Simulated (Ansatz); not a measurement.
# CH8S2Si2: up Jacob's ladder to CCSD(T)

An exercise on one series of results from a longer session: the logs are not shown, and one member is left open.

The runs use Ansatz 0.2.0, Gaussian basis; functionals in def2-TZVPP, the program's frozen cores in correlated methods.

Plan: LDA (SPW92), PBE-D4, revPBE-D4, BLYP-D4, r2SCAN-D4, B97M-V, PBE0-D4, B3LYP-D4, r2SCANh-D4, r2SCAN0-D4, HSE06-D4, BHLYP-D4, CAM-B3LYP-D4, LC-ωPBE, ωB97X-V, ωB97M-V, B2PLYP, PBE-QIDH; CCSD(T)/def2-SVP; CCSD(T)/def2-TZVPP; MP2/def2-QZVPP; extrapolation to the limit; RPA on PBE.

**The relaxed structure**

The geometry comes from an earlier relaxation with PBE0-D4 in a triple-zeta def2 set; it is a stationary point, not always the lowest conformer.

SMILES `[SiH3]C([SiH3])SS`, 13 atoms, charge 0, spin multiplicity 1.

Atoms are counted from 1 here; the program's logs count them from 0.

Bond lengths: Si1–C2 1.880 Å, Si1–H6 1.485 Å, Si1–H7 1.488 Å, Si1–H8 1.486 Å, C2–Si3 1.889 Å, C2–S4 1.816 Å, C2–H9 1.095 Å, Si3–H10 1.486 Å, Si3–H11 1.485 Å, Si3–H12 1.484 Å, S4–S5 2.038 Å, S5–H13 1.348 Å. Angles: C2–Si1–H6 110.7°, C2–Si1–H7 110.1°, C2–Si1–H8 108.7°, H6–Si1–H7 108.8°, H6–Si1–H8 109.2°, H7–Si1–H8 109.3°, Si1–C2–Si3 111.9°, Si1–C2–S4 111.3°, Si1–C2–H9 111.2°, Si3–C2–S4 106.8°, Si3–C2–H9 106.6°, S4–C2–H9 108.8°, C2–Si3–H10 108.5°, C2–Si3–H11 109.5°, C2–Si3–H12 110.3°, H10–Si3–H11 109.2°, H10–Si3–H12 109.8°, H11–Si3–H12 109.5° and more.

Set-up of the first run:

in.yaml reads:

```yaml
crystal:
  periodic: [false, false, false]
  atoms:
    - {symbol: Si, position_ang: [-0.702143, -0.724551, 1.126294]}
    - {symbol: C, position_ang: [0.342981, 0.339850, -0.017862]}
    - {symbol: Si, position_ang: [1.615428, -0.684220, -0.966345]}
    - {symbol: S, position_ang: [-0.684597, 1.179830, -1.257346]}
    - {symbol: S, position_ang: [-1.624046, 2.677688, -0.243161]}
    - {symbol: H, position_ang: [-1.851225, 0.049746, 1.660991]}
    - {symbol: H, position_ang: [0.120714, -1.211844, 2.266038]}
    - {symbol: H, position_ang: [-1.214169, -1.888392, 0.357080]}
    - {symbol: H, position_ang: [0.904167, 1.093104, 0.545104]}
    - {symbol: H, position_ang: [2.321717, -1.567844, -0.002054]}
    - {symbol: H, position_ang: [0.923209, -1.520123, -1.979701]}
    - {symbol: H, position_ang: [2.592652, 0.206287, -1.641384]}
    - {symbol: H, position_ang: [-2.724388, 2.015770, 0.167147]}
basis:
  gaussian: {orbitals: def2-TZVPP}
hamiltonian: {xc: lda}
output: {orbitals: {seedname: orbitals}}
```

On the command line:

```console
$ ansatz run in.yaml --threads 4 --pin off --events-out ev --progress --plain --max-ram 10444MiB
```

Among the steps run: LDA; PBE-D4 (GGA); revPBE-D4 (GGA); BLYP-D4 (GGA); r2SCAN-D4 (meta-GGA); B97M-V (meta-GGA); B3LYP-D4 (hybrid); r2SCANh-D4 (hybrid); r2SCAN0-D4 (hybrid); HSE06-D4 (hybrid); BHLYP-D4 (hybrid); CAM-B3LYP-D4 (range-separated); LC-ωPBE (range-separated); ωB97X-V (range-separated); ωB97M-V (range-separated); B2PLYP (double hybrid); PBE-QIDH (double hybrid).

One of the session's tables, all rows but one given; the rest of the session is left out.

It belongs to the step «Frontier levels by functional». 

| functional | HOMO (eV) | gap (eV) |
| --- | --- | --- |
| LDA (SPW92) | -5.94 | 3.80 |
| PBE-D4 | -5.83 | 3.92 |
| revPBE-D4 | -5.79 | 3.97 |
| BLYP-D4 | -5.67 | 3.92 |
| r2SCAN-D4 | ? | ? |
| B97M-V | -6.23 | 4.54 |
| PBE0-D4 | -7.01 | 6.06 |
| B3LYP-D4 | -6.78 | 5.63 |
| r2SCANh-D4 | -6.50 | 5.15 |
| r2SCAN0-D4 | -7.16 | 6.33 |
| HSE06-D4 | -6.61 | 5.29 |
| BHLYP-D4 | -8.07 | 8.21 |
| CAM-B3LYP-D4 | -8.30 | 8.50 |
| LC-ωPBE | -9.66 | 11.02 |
| ωB97X-V | -9.33 | 10.57 |
| ωB97M-V | -9.17 | 10.23 |

**Question.** Estimate the row for r2SCAN-D4.

Worked estimate for «HOMO (eV)». Against the share of exact exchange, r2SCANh-D4 (0.1, -6.50), r2SCAN0-D4 (0.25, -7.16) give a slope of -4.40 per unit share; at 0 the line stands at -6.06.

As computed: HOMO (eV): -6.07; gap (eV): 4.36. In «HOMO (eV)» the line misses by +0.01.
